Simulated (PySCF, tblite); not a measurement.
# C₈H₁₄Si: excited states

What do calculations give for the excited states of C₈H₁₄Si (`[SiH3]C1=C=CCCCCC1`)?

Computed with tblite 0.8.0 and PySCF 2.14.0 and routines of our own; the level stands in each step. Atoms count from 0.

### 1 The starting structure

23 atoms, charge 0, multiplicity 1; geometry from: force field or distance geometry start.

### 2 Optimising the geometry with GFN2-xTB

The job: settings as JSON, then the geometry in Å.

```
{"job": {"kind": "relax", "xc": "GFN2-xTB", "basis": "xTB"}, "charge": 0, "multiplicity": 1}
Si     2.962600     1.132800     0.813200
C      1.368900     0.491100     0.139100
C      0.332400     1.242500     0.230500
C     -0.844100     1.821800     0.224900
C     -2.118900     1.080800    -0.061300
C     -2.106600    -0.432500     0.197700
C     -1.224400    -1.260400    -0.758200
C      0.128800    -1.727100    -0.169100
C      1.347900    -0.862800    -0.522800
H      3.027500     2.613500     0.695700
H      4.091100     0.545800     0.063100
H      3.098800     0.758000     2.245300
H     -0.906600     2.894700     0.350500
H     -2.904400     1.526600     0.545600
H     -2.399300     1.278700    -1.110800
H     -1.843500    -0.629400     1.259100
H     -3.135700    -0.775400     0.081800
H     -1.090100    -0.764100    -1.717700
H     -1.795500    -2.173600    -0.969800
H      0.057500    -1.870800     0.918200
H      0.321400    -2.720400    -0.588400
H      2.237400    -1.434100    -0.257400
H      1.390300    -0.708900    -1.599200
```

Run with:

```console
OMP_NUM_THREADS=1 python excited_run.py task.json out
```

One launch serves the whole session: the jobs run in the order shown.

Standard output:

```text
step      E/eV     max force
  0    -704.16923    1.932
  1    -704.26571    2.672
  2    -704.38896    0.991
  3    -704.49633    0.880
  4    -704.57608    0.841
  5    -704.63288    0.807
  6    -704.70209    0.710
  7    -704.77646    0.654
  8    -704.85043    0.794
  9    -704.91603    0.595
 10    -704.97111    0.552
 11    -705.01659    0.680
 12    -705.06720    0.679
 13    -705.12897    0.648
 14    -705.18993    0.651
 15    -705.24865    0.493
 16    -705.30109    0.529
 17    -705.34192    0.385
 18    -705.36844    0.387
 19    -705.38715    0.424
 20    -705.40602    0.361
 21    -705.42456    0.273
 22    -705.44117    0.310
 23    -705.45365    0.281
 24    -705.46856    0.312
 25    -705.48214    0.281
 26    -705.49609    0.269
 27    -705.50707    0.290
 28    -705.51800    0.242
 29    -705.52776    0.236
 30    -705.53720    0.229
 31    -705.54559    0.203
 32    -705.55307    0.210
 33    -705.56037    0.239
 34    -705.56824    0.235
 35    -705.57530    0.209
 36    -705.58126    0.168
 37    -705.58709    0.192
 38    -705.59409    0.235
 39    -705.60237    0.237
 40    -705.61117    0.191
 41    -705.61915    0.195
 42    -705.62633    0.214
 43    -705.63332    0.213
 44    -705.64127    0.177
 45    -705.64946    0.171
 46    -705.65608    0.161
 47    -705.66029    0.140
 48    -705.66364    0.126
 49    -705.66702    0.128
 50    -705.67121    0.149
 51    -705.67618    0.147
 52    -705.68187    0.187
 53    -705.68842    0.199
 54    -705.69658    0.197
 55    -705.70560    0.216
 56    -705.71342    0.173
 57    -705.71907    0.183
 58    -705.72402    0.205
 59    -705.72838    0.160
 60    -705.73293    0.133
 61    -705.73483    0.093
 62    -705.73714    0.092
 63    -705.73899    0.087
 64    -705.74067    0.081
 65    -705.74188    0.074
 66    -705.74307    0.066
 67    -705.74429    0.074
 68    -705.74542    0.072
 69    -705.74630    0.066
 70    -705.74691    0.057
 71    -705.74737    0.042
 72    -705.74776    0.036
 73    -705.74810    0.041
 74    -705.74842    0.041
 75    -705.74875    0.050
 76    -705.74910    0.036
 77    -705.74946    0.045
 78    -705.74982    0.046
 79    -705.75019    0.037
 80    -705.75063    0.047
 81    -705.75119    0.050
 82    -705.75184    0.075
 83    -705.75252    0.074
 84    -705.75307    0.050
 85    -705.75346    0.048
 86    -705.75377    0.048
 87    -705.75412    0.057
 88    -705.75459    0.058
 89    -705.75517    0.051
 90    -705.75570    0.037
 91    -705.75610    0.035
 92    -705.75641    0.040
 93    -705.75671    0.039
 94    -705.75699    0.032
 95    -705.75724    0.028
 96    -705.75743    0.031
 97    -705.75760    0.025
 98    -705.75776    0.023
 99    -705.75788    0.017
100    -705.75797    0.020
101    -705.75806    0.018
102    -705.75816    0.020
103    -705.75827    0.024
104    -705.75838    0.028
105    -705.75852    0.032
106    -705.75867    0.026
107    -705.75880    0.021
108    -705.75889    0.028
109    -705.75894    0.017
110    -705.75900    0.018
111    -705.75909    0.021
112    -705.75922    0.021
113    -705.75932    0.022
114    -705.75940    0.019
115    -705.75947    0.019
116    -705.75956    0.023
117    -705.75967    0.023
118    -705.75978    0.019
119    -705.75988    0.017
120    -705.75995    0.015
121    -705.76001    0.014
122    -705.76006    0.016
123    -705.76012    0.016
124    -705.76017    0.013
125    -705.76021    0.013
126    -705.76025    0.014
127    -705.76030    0.015
128    -705.76035    0.015
129    -705.76041    0.018
130    -705.76048    0.017
131    -705.76056    0.018
132    -705.76066    0.022
133    -705.76077    0.018
134    -705.76085    0.020
135    -705.76091    0.026
136    -705.76099    0.029
137    -705.76112    0.028
138    -705.76130    0.030
139    -705.76153    0.035
140    -705.76172    0.039
141    -705.76200    0.035
142    -705.76234    0.040
143    -705.76273    0.049
144    -705.76302    0.047
145    -705.76325    0.030
146    -705.76340    0.030
147    -705.76348    0.035
148    -705.76355    0.021
149    -705.76360    0.016
150    -705.76371    0.012
151    -705.76376    0.016
152    -705.76384    0.017
153    -705.76389    0.014
154    -705.76395    0.012
155    -705.76399    0.010
```

It took 1.5 s on 1 thread of Arm Neoverse V1, shared host; peak memory 0.18 GiB.

Step by step: (not every step is listed)

| step | energy from step 0 (eV) | largest force (eV/Å) |
| --- | --- | --- |
| 0 | 0.0000 | 1.9317 |
| 1 | -0.0965 | 2.6721 |
| 2 | -0.2197 | 0.9912 |
| 3 | -0.3271 | 0.8796 |
| 4 | -0.4069 | 0.8412 |
| 5 | -0.4637 | 0.8065 |
| 6 | -0.5329 | 0.7103 |
| 7 | -0.6072 | 0.6544 |
| 8 | -0.6812 | 0.7938 |
| 22 | -1.2719 | 0.3098 |
| 36 | -1.4120 | 0.1683 |
| 50 | -1.5020 | 0.1488 |
| 64 | -1.5714 | 0.0811 |
| 78 | -1.5806 | 0.0465 |
| 92 | -1.5872 | 0.0400 |
| 106 | -1.5894 | 0.0262 |
| 120 | -1.5907 | 0.0147 |
| 134 | -1.5916 | 0.0205 |
| 148 | -1.5943 | 0.0206 |
| 150 | -1.5945 | 0.0122 |
| 151 | -1.5945 | 0.0163 |
| 152 | -1.5946 | 0.0175 |
| 153 | -1.5947 | 0.0136 |
| 154 | -1.5947 | 0.0122 |
| 155 | -1.5948 | 0.0104 |

Close pairs (by a distance rule), those that changed most:

| bond | before (Å) | after (Å) | change (Å) |
| --- | --- | --- | --- |
| Si0–C1 | 1.846 | 1.881 | +0.035 |
| Si0–H9 | 1.487 | 1.462 | -0.025 |
| C5–H15 | 1.111 | 1.091 | -0.020 |
| C1–C2 | 1.283 | 1.303 | +0.019 |
| Si0–H11 | 1.487 | 1.469 | -0.018 |
| C2–C3 | 1.311 | 1.297 | -0.014 |
| C6–C7 | 1.548 | 1.537 | -0.011 |
| C4–H14 | 1.104 | 1.094 | -0.010 |

The next job starts from the end point, and lists it.

### 3 Infrared spectrum with GFN2-xTB

The job: settings as JSON, then the geometry in Å.

```
{"job": {"kind": "ir", "xc": "GFN2-xTB", "basis": "xTB"}, "charge": 0, "multiplicity": 1}
Si     2.518621     0.840799     1.272066
C      1.300462     0.519927    -0.124402
C      0.336207     1.336845    -0.441018
C     -0.842383     1.829659    -0.665289
C     -2.031096     1.170927    -0.004004
C     -1.680992    -0.213494     0.551655
C     -1.175326    -1.201389    -0.521245
C      0.258123    -1.723071    -0.330235
C      1.354611    -0.793515    -0.871625
H      2.196713     2.111928     1.919148
H      3.876564     0.868999     0.715554
H      2.436129    -0.257586     2.244119
H     -1.030024     2.673284    -1.312879
H     -2.412903     1.800882     0.806130
H     -2.825609     1.078994    -0.750414
H     -0.925199    -0.096197     1.329300
H     -2.576276    -0.620365     1.027169
H     -1.247640    -0.737509    -1.506211
H     -1.838291    -2.069720    -0.529581
H      0.438323    -1.907218     0.731287
H      0.346759    -2.682298    -0.848141
H      2.327786    -1.271190    -0.741691
H      1.190689    -0.631707    -1.939613
```

Standard output:

```text
mode    cm-1     km/mol
  1      76.8      0.19
  2      85.0      0.09
  3     104.1      0.26
  4     185.9      0.06
  5     208.5      0.94
  6     231.4      0.38
  7     268.9      0.57
  8     330.7      0.23
  9     364.1      0.44
 10     419.5      2.58
 11     460.8     13.22
 12     477.2      8.67
 13     536.6     53.77
 14     572.3     67.11
 15     612.3      4.70
 16     643.9      2.63
 17     747.6     13.98
 18     775.6    182.99
 19     781.5     75.48
 20     790.2    322.84
 21     803.4    294.84
 22     848.7      2.34
 23     885.4      1.48
 24     924.3      1.88
 25     935.6      6.87
 26     989.0      5.19
 27    1031.8      1.32
 28    1047.9      6.60
 29    1084.7      4.15
 30    1091.3      8.30
 31    1125.0      1.26
 32    1155.5      2.45
 33    1168.8      2.36
 34    1190.2      0.71
 35    1220.2      1.26
 36    1230.8      0.29
 37    1261.3      0.23
 38    1311.5      2.03
 39    1321.7      3.81
 40    1333.2      0.66
 41    1349.3      3.13
 42    1366.8      1.09
 43    1413.6     25.13
 44    1473.3      1.89
 45    1478.4      0.20
 46    1486.0      1.70
 47    1487.6      0.69
 48    1495.3      3.88
 49    2035.2    164.99
 50    2209.2    384.84
 51    2225.3    272.99
 52    2271.3    305.36
 53    2926.1     44.33
 54    2949.4     24.36
 55    2952.7     25.22
 56    2958.6     31.63
 57    2960.3     33.79
 58    2973.3     71.13
 59    2974.6     65.59
 60    2980.0     83.64
 61    2990.4     10.42
 62    2998.3     96.75
 63    3056.5     45.93
```

Run time: 1.1 s. Hardware: 1 thread of Arm Neoverse V1, shared host; peak memory 0.18 GiB.

Which atoms move in the most intense modes:

| cm⁻¹ | km/mol | atoms |
| --- | --- | --- |
| 776 | 183.0 | H9 57 %, H10 27 %, H11 11 % |
| 790 | 322.8 | H11 28 %, H9 27 %, H10 18 % |
| 803 | 294.8 | H11 48 %, H10 45 % |
| 2035 | 165.0 | C2 65 %, C3 18 %, C1 16 % |
| 2209 | 384.8 | H11 83 %, H10 13 % |
| 2225 | 273.0 | H10 84 %, H11 14 % |
| 2271 | 305.4 | H9 97 % |
| 2998 | 96.8 | H15 52 %, H17 30 % |

### 4 Excited states: TDA CAM-B3LYP/def2-SVP

The job, as its differences from that of step 3:

```diff
@@ -1,2 +1,2 @@
-{"job": {"kind": "ir", "xc": "GFN2-xTB", "basis": "xTB"}, "charge": 0, "multiplicity": 1}
+{"job": {"kind": "states", "xc": "CAM-B3LYP", "basis": "def2-SVP", "tda": true, "soc": true, "nstates": 5, "ntriplets": 4, "nquad": 4}, "charge": 0, "multiplicity": 1}
 Si     2.518621     0.840799     1.272066
```

With the program's defaults for keys left out, this is: TDA CAM-B3LYP/def2-SVP excited states, vertical, gas phase, spin-orbit mean-field couplings.

Standard output:

```text
coarse grid: 18992 points
cycle   1  E = -602.0526520548  dE =  1.270e+00  |g| = 3.279e-01  |ddm| = 5.071e+00
cycle   2  E = -602.0710357462  dE = -1.838e-02  |g| = 2.518e-01  |ddm| = 7.165e-01
cycle   3  E = -602.0877728287  dE = -1.674e-02  |g| = 4.931e-02  |ddm| = 3.909e-01
cycle   4  E = -602.0883614818  dE = -5.887e-04  |g| = 2.021e-02  |ddm| = 8.040e-02
cycle   5  E = -602.0884585652  dE = -9.708e-05  |g| = 5.709e-03  |ddm| = 2.795e-02
cycle   6  E = -602.0884669009  dE = -8.336e-06  |g| = 8.901e-04  |ddm| = 7.492e-03
final grid: 176800 points
cycle   7  E = -602.1959688575  dE = -5.468e-05  |g| = 3.852e-03  |ddm| = 4.101e-02
cycle   8  E = -602.1959700765  dE = -1.219e-06  |g| = 3.435e-03  |ddm| = 9.744e-03
cycle   9  E = -602.1959731469  dE = -3.070e-06  |g| = 2.915e-04  |ddm| = 4.086e-03
cycle  10  E = -602.1959731698  dE = -2.296e-08  |g| = 1.311e-04  |ddm| = 8.222e-04
cycle  11  E = -602.1959731737  dE = -3.851e-09  |g| = 6.510e-05  |ddm| = 2.813e-04
cycle  12  E = -602.1959731748  dE = -1.170e-09  |g| = 1.105e-05  |ddm| = 8.672e-05
cycle  13  E = -602.1959731749  dE = -4.320e-11  |g| = 4.437e-06  |ddm| = 3.001e-05
converged SCF energy = -602.1959731749

Singlet excitations
state   eV       nm        f     d(h-e)  d(exc)  Lambda  PR(NTO)  |dmu|/D   mu/D   main configurations
  1   5.2562   235.9   0.00199   0.824   2.700   0.703   1.020    1.959    2.664   H->L 0.74, H-1->L 0.19
  2   6.0609   204.6   0.00571   0.670   2.703   0.660   1.016    1.464    1.652   H-1->L+1 0.33, H->L+1 0.26, H-1->L 0.19
  3   7.0187   176.6   0.34431   0.331   2.941   0.686   1.220    1.268    2.176   H-1->L 0.46, H-1->L+1 0.28, H->L 0.10
  4   7.4321   166.8   0.27173   1.200   3.431   0.624   1.609    3.808    4.545   H->L+1 0.51, H-1->L+1 0.18, H->L+2 0.15
  5   7.6408   162.3   0.40627   0.930   3.219   0.550   1.936                     H->L+2 0.48, H-1->L+2 0.12, H-1->L+1 0.11

Triplet excitations (Tamm-Dancoff)
state   eV     d(h-e)  d(exc)  Lambda  PR(NTO)   main configurations
  1   4.0051   0.119   2.349   0.696   1.141   H->L 0.62, H-1->L 0.24
  2   4.5607   0.203   2.380   0.697   1.456   H-1->L 0.47, H->L+1 0.27
  3   5.1446   0.646   2.621   0.670   1.053   H->L+1 0.32, H->L 0.26, H-1->L 0.19
  4   5.9156   0.691   2.673   0.606   1.013   H-1->L+1 0.67, H->L+1 0.14
S1 - T1 = 1.2511 eV

Spin-orbit couplings |<S|Hso|T>| (cm-1)
             T1       T2       T3       T4
S0        2.497    3.192    6.026    7.382
S1        1.916    3.603    3.107    0.284
S2        3.496    2.356    0.823    1.987
S3        1.611    1.707    1.909    3.723
S4        2.013    2.477    1.917    1.692
S5        2.570    1.785    2.153    2.880
T1 sublevels (cm-1): 0.000 0.000 0.001   radiative rates (1/s): 0.0239 0.0182 2.08
```

Wall time 64 s (1 thread of Arm Neoverse V1, shared host); peak memory 0.93 GiB.

From this job:

| quantity | value |
| --- | --- |
| S1 less T1 | 1.25 eV |

The fields below are evaluated on a grid from the run's orbitals.

Frontier orbitals at CAM-B3LYP/def2-SVP, with the share of their density that lies nearest to each atom:

| orbital | energy (eV) | lies on |
| --- | --- | --- |
| HOMO | -8.02 | C2, C3 about 27 % each; C1 16 % |
| LUMO | 1.12 | C2 34 %; C1 24 % |

ELF in a plane through or near 6 of the atoms.

Ten even steps from ' ' (0.00) to '@' (1.00):
```
                                                        
                                                        
                                                        
                                                        
                          ::--::::                      
                        --++++++++::                    
      ..++**==..      ::**##%%++==++..  ....            
      ##@@@@@@**::--==****--%%::..%%==##@@@@**          
    ..@@@@@@@@%%--####**%%::**##****++@@@@@@%%          
      **@@@@@@==::**++::****==::    ::##@@@@**          
        ==++..    ::##@@##..    ----      ..            
              ..%%%%****--==  ++@@@@%%..                
              %%@@@@@@--##**::==@@@@##..                
              %%@@@@##::--==::..::--..                  
              ..**--    ++%%**                          
                      ..%%@@%%..                        
                      ..%%@@##..                        
                          ..                            
                                                        
                                                        
```
The map spans 13.0 Å across and 10.8 Å up, centred on the molecule. Atoms in the plane (x, y in Å): C1 (-1.2, 0.4), C2 (-0.2, 1.2), C3 (1.0, 1.6), C8 (-1.2, -1.0), H17 (1.5, -1.1), H21 (-2.2, -1.5).

On the surface of density 0.002 e/bohr³ the electrostatic potential runs, from the 1st to the 99th percentile, from -0.59 V near C2 to 0.79 V near H11.

### 5 What came out

| quantity | value |
| --- | --- |
| strongest single infrared mode (GFN2-xTB) | 2209 cm⁻¹, 385 km/mol |
| zero-point energy (GFN2-xTB) | 119.6 kcal/mol |
| S1 less T1 (step 4, TDA CAM-B3LYP/def2-SVP) | 1.25 eV |
| potential on the surface of density 0.002 e/bohr³, 1st and 99th percentile | -0.59 V and 0.79 V |

**Reading.** All 63 modes are real, so the xTB geometry is a minimum. The strongest single mode, at 2209 cm⁻¹, moves mainly H11. Unscaled tight-binding wavenumbers are off by several per cent, some by more. Its intensities can rank the bands wrongly. In step 4, the number of triplets below S1 is 3, and the largest singlet-triplet spin-orbit coupling is S0–T4, 7.38 cm⁻¹.
